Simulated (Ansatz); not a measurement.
# C2N2O4: the cost of one run

Program: Ansatz 0.2.0. Level of theory: the levels named in each step. These are calculated values, not measurements.

**1. The system as given**

Bond lengths: N1–N2 1.098 Å, O3–C4 1.142 Å, C4–O5 1.145 Å, O6–C7 1.143 Å, C7–O8 1.144 Å. Angles: O3–C4–O5 179.5°, O6–C7–O8 179.6°.

As a file:

```xyz
8

N     1.5405   -1.1595   -0.3048
N     2.5909   -0.8864   -0.4717
O    -0.8469    0.4731    2.8037
C    -0.2992    0.8280    1.8664
O     0.2586    1.1855    0.9324
O    -0.2902   -0.1398   -2.5006
C    -1.0170   -0.1772   -1.6189
O    -1.7503   -0.2163   -0.7414
```

**2. A rough first relaxation, PBE-D4/def2-SVP**

This run stands in another session on the same molecule. It ended at:

```xyz
8

N     1.6461   -1.1752   -0.3359
N     2.7529   -1.1048   -0.4105
O    -0.9485    0.3915    2.6343
C    -0.3370    0.8813    1.7619
O     0.2838    1.3775    0.8953
O    -0.3905    0.0697   -2.4570
C    -1.0674   -0.1534   -1.5253
O    -1.7529   -0.3791   -0.5979
```

**3. Relaxation, r2SCAN-D4/def2-TZVPP**

The input, input.yaml:

```yaml
crystal:
  periodic: [false, false, false]
  atoms:
    - { symbol: "N", position_ang: [1.64614737, -1.17519213, -0.33587382] }
    - { symbol: "N", position_ang: [2.75285164, -1.10476667, -0.41045636] }
    - { symbol: O, position_ang: [-0.94845865, 0.39148073, 2.63434061] }
    - { symbol: C, position_ang: [-0.33700915, 0.88128527, 1.7618749] }
    - { symbol: O, position_ang: [0.28375335, 1.3774673, 0.89530563] }
    - { symbol: O, position_ang: [-0.39054232, 0.06968417, -2.45700081] }
    - { symbol: C, position_ang: [-1.06739051, -0.15343852, -1.52533672] }
    - { symbol: O, position_ang: [-1.75293174, -0.37906014, -0.59789343] }
basis:
  gaussian: { orbitals: def2-TZVPP }
hamiltonian:
  xc: r2scan
  dispersion: d4
relax:
  f_tol: 0.002
  max_steps: 150
```

On the command line:

```
$ ansatz run input.yaml --threads 4 --pin off --max-ram 10240MiB --backend cpu --events-out ev --progress --plain --runs-dir out
```

**Question.** How long does this run take on 4 threads of Intel Xeon Platinum 8488C (Sapphire Rapids), shared host, and how much memory does it need?

About 2 min, with a peak of 0.34 GiB.
